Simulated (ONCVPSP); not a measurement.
# Pseudopotential generation for lutetium: ONCV, LDA (Perdew-Wang 92)

Do these settings give a usable potential? It is generated, then checked for transferability, scattering, ghosts and hardness.

Method: ONCVPSP 4.0.1.1 (patched build), LDA (Perdew-Wang 92), scalar-relativistic.

## 1. The atom and the settings

The settings as typed:

```json
{
  "element": "lutetium (Lu, Z = 71)",
  "type": "optimised norm-conserving Vanderbilt (ONCV)",
  "frozen core": "[Kr] 4d10",
  "valence charge": "25",
  "reference configuration": "4f14 5s2 5p6 5d1 6s2",
  "partial waves": "5s+6s: rc 2.15 bohr, ncon 5, nbas 9, qcut 6.8 1/bohr, 2 projectors; 5p: rc 1.90 bohr, ncon 3, nbas 8, qcut 7.5 1/bohr, 2 projectors, debl 3.6 Ha; 5d: rc 2.40 bohr, ncon 4, nbas 7, qcut 4.4 1/bohr, 1 projector; 4f: rc 0.75 bohr, ncon 3, nbas 8, qcut 26.3 1/bohr, local",
  "local potential": "the f channel",
  "core correction": "polynomial model core, fcfact 0.45"
}
```

An earlier all-electron run gives the scale for the radii.

All-electron outer shells of the reference configuration (LDA (PZ), scalar-relativistic, ld1.x):

```tsv
shell	level (eV)	outermost node (bohr)	outermost maximum (bohr)
4d	-191.71	0.23	0.48
5s	-61.19	0.57	1.04
5p	-31.78	0.61	1.19
4f	-9.81	–	0.47
6s	-4.81	1.41	3.00
5d	-1.92	0.68	1.84
6p	-1.40	1.73	4.32
```

## 2. Generation

The input, Lu.dat:

```
# ATOM AND REFERENCE CONFIGURATION
# atsym  z   nc   nv     iexc    psfile
  Lu 71.00    9    5  -001012      upf
#
#   n    l    f
    1    0    2.00
    2    0    2.00
    2    1    6.00
    3    0    2.00
    3    1    6.00
    3    2   10.00
    4    0    2.00
    4    1    6.00
    4    2   10.00
    4    3   14.00
    5    0    2.00
    5    1    6.00
    5    2    1.00
    6    0    2.00
#
# PSEUDOPOTENTIAL AND OPTIMIZATION
# lmax
    3
#
#   l,   rc,      ep,       ncon, nbas, qcut
    0    2.15    0.00    5    9    6.80
    1    1.90    0.00    3    8    7.50
    2    2.40    0.00    4    7    4.40
    3    0.75    0.00    3    8   26.30
#
# LOCAL POTENTIAL
# lloc, lpopt,  rc(5),   dvloc0
    3    5    0.75    0.00
#
# VANDERBILT-KLEINMAN-BYLANDER PROJECTORs
# l, nproj, debl
    0    2    2.80
    1    2    3.60
    2    1    0.50
    3    0    3.20
#
# MODEL CORE CHARGE
# icmod, fcfact, rcfact
    1    0.45    0.00
#
# LOG DERIVATIVE ANALYSIS
# epsh1, epsh2, depsh
   -4.00    5.00    0.02
#
# OUTPUT GRID
# rlmax, drl
    6.00    0.01
#
# TEST CONFIGURATIONS
# ncnf
    4
# nvcnf
#   n    l    f
    5
    4    3   14.00
    5    0    2.00
    5    1    6.00
    5    2    1.00
    6    0    1.00
#
    5
    4    3   14.00
    5    0    2.00
    5    1    6.00
    5    2    1.00
    6    0    0.00
#
    5
    4    3   14.00
    5    0    2.00
    5    1    6.00
    5    2    0.00
    6    0    0.00
#
    5
    4    3   14.00
    5    0    1.00
    5    1    6.00
    5    2    1.00
    6    0    2.00
#
```

Command:

```console
$ oncvpsp.x < Lu.dat > Lu.out
```

**Question.** What will these runs give? Wanted: cutoffs for 1 and 0.1 mHa per electron, occupied waves; bound ghosts; GHOST(+) flags; largest test error; largest phase difference near zero energy, channels read; rms error of d²Exc/dn², without and with the model core.

The runs gave:

| quantity | value |
| --- | --- |
| cutoffs for 1 and 0.1 mHa per electron, occupied waves | 255 Ha and 284 Ha |
| bound ghosts | s at -1421.83 eV, s at -88.47 eV, p at -804.14 eV, d at -429.87 eV |
| GHOST(+) flags | none at low energy |
| largest test error (AE − PS) | -114 meV, for 4f14 5s1 5p6 5d1 6s2 (1 test unsolved) |
| largest phase difference near zero energy, channels read | 0.001 rad |
| rms error of d²Exc/dn², without and with the model core | 4.66 and 1.31 mHa |

**Reading.** A bound ghost (s, p, d) makes it unfit for use: electrons can fall into a state that the atom doesn't have. The worst unpolarised test, 4f14 5s1 5p6 5d1 6s2, is off by 114 meV on 67.3 eV; by total energies transferability rates as fair for so large an energy. That test lies far up in energy; among those under 40 eV, nearer to bonding, the largest error is 6.6 meV. Of the tests 1 gave no usable energy difference, which is a warning in itself. The potential is very hard: the looser tolerance needs 255 Ha. At the looser tolerance the 4f wave is the slowest; 5s needs 15 Ha. Near zero energy the phases of the channels with partial waves agree within 0.001 rad. The pseudo curves have a pole with no partner nearby in the atom's: s at -3.24 Ha. All of this concerns the isolated atom, not yet a solid.
